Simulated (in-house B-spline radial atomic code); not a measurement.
**Hf¹⁹⁺: binding energies from hole states**

Aim: the cost of two holes at once in Hf¹⁹⁺, against the sum of the two single holes.

Program: in-house B-spline radial atomic code version 1. Level of theory: Dirac-Hartree-Fock, average of configuration, Fermi nucleus, basis-set limit. These are calculated values, not measurements, unless marked.

## (1) What is computed

| Quantity | Value |
| --- | --- |
| element | hafnium (Z = 72) |
| charge | +19 |
| electrons | 53 |
| configuration | [Kr] 4d10 4f7 |
| Hamiltonian | Dirac-Coulomb |
| nucleus | Fermi, rms radius 5.347 fm |

The outer shells:

[Kr] 4d10 4f7
```
[Kr] core
4d [↑↓][↑↓][↑↓][↑↓][↑↓]
4f [↑ ][↑ ][↑ ][↑ ][↑ ][↑ ][↑ ]
```

The boxes draw the filling by Hund's rule, which heavy ions in jj coupling don't follow; these runs average over all states of the configuration.

Settings, as recorded:

```ini
Z = 72
electrons = 53.0
configuration = [Kr] 4d10 4f7
hamiltonian = dirac
method = hf
spin_polarised = False
nucleus = fermi
rms_radius = 5.347
mass_number = 180
atomic_mass = 179.946559537
speed_of_light = 137.035999084
```

From the earlier run of the reference: total energy -14953.407792 hartree. Levels, eight at most:

```csv
orbital,occupation,energy (eV),<r> (bohr)
3d5/2,6,-2203.80,0.1904
4s1/2,2,-1040.28,0.4585
4p1/2,2,-940.78,0.4625
4p3/2,4,-876.50,0.4892
4d3/2,4,-710.71,0.4975
4d5/2,6,-698.24,0.5064
4f5/2,3,-498.62,0.5136
4f7/2,4,-496.13,0.5177
```

Single holes known from earlier runs (ΔSCF): 1s 66181.1 eV, 2s 11839.1 eV, 2p3/2 10107.5 eV, 3p1/2 2898.19 eV, 4s 1036.70 eV, 4d5/2 695.37 eV, 4f 494.35 eV.

## (2) The 2s and 4f holes

Settings, as recorded:

```ini
Z = 72
electrons = 51.0
configuration = 1s2 2s1 2p6 3s2 3p6 3d10 4s2 4p6 4d10 4f6
hamiltonian = dirac
method = hf
spin_polarised = False
nucleus = fermi
rms_radius = 5.347
mass_number = 180
atomic_mass = 179.946559537
speed_of_light = 137.035999084
```

## (3) The 3p1/2 and 4s holes

In configurations, a minus sign after the shell means j = l − 1/2 and a plus sign j = l + 1/2; the count of electrons follows.

The settings differ from step 2 so:

```diff
@@ -2,3 +2,3 @@
 electrons = 51.0
-configuration = 1s2 2s1 2p6 3s2 3p6 3d10 4s2 4p6 4d10 4f6
+configuration = 1s2 2s2 2p6 3s2 3p-1 3p+4 3d10 4s1 4p6 4d10 4f7
 hamiltonian = dirac
```

## (4) The 2p3/2 and 4s holes

The settings differ from step 3 so:

```diff
@@ -2,3 +2,3 @@
 electrons = 51.0
-configuration = 1s2 2s2 2p6 3s2 3p-1 3p+4 3d10 4s1 4p6 4d10 4f7
+configuration = 1s2 2s2 2p-2 2p+3 3s2 3p6 3d10 4s1 4p6 4d10 4f7
 hamiltonian = dirac
```

## (5) The 4d5/2 and 4f holes

The settings differ from step 4 so:

```diff
@@ -2,3 +2,3 @@
 electrons = 51.0
-configuration = 1s2 2s2 2p-2 2p+3 3s2 3p6 3d10 4s1 4p6 4d10 4f7
+configuration = 1s2 2s2 2p6 3s2 3p6 3d10 4s2 4p6 4d-4 4d+5 4f6
 hamiltonian = dirac
```

## (6) The 1s and 1s holes

The settings differ from step 5 so:

```diff
@@ -2,3 +2,3 @@
 electrons = 51.0
-configuration = 1s2 2s2 2p6 3s2 3p6 3d10 4s2 4p6 4d-4 4d+5 4f6
+configuration = 2s2 2p6 3s2 3p6 3d10 4s2 4p6 4d10 4f7
 hamiltonian = dirac
```

Q: What does each hole state cost in eV, and how does that compare with the orbital energies or single holes?

**Answer**, as computed:

| two holes | ΔSCF (eV) | less the two single holes (eV) |
| --- | --- | --- |
| 2s and 4f | 12381.7 | 48.22 |
| 3p1/2 and 4s | 3986.92 | 52.03 |
| 2p3/2 and 4s | 11200.5 | 56.34 |
| 4d5/2 and 4f | 1230.63 | 40.91 |
| 1s and 1s | 133583.8 | 1221.49 |

Two holes cost more than the sum of each, because the second electron leaves a more charged ion. The excess runs from 40.9 eV (4d5/2 and 4f) to 1221.5 eV (1s and 1s); it tends to be largest where both holes are compact. Values are for the free ion, measured from the vacuum level.
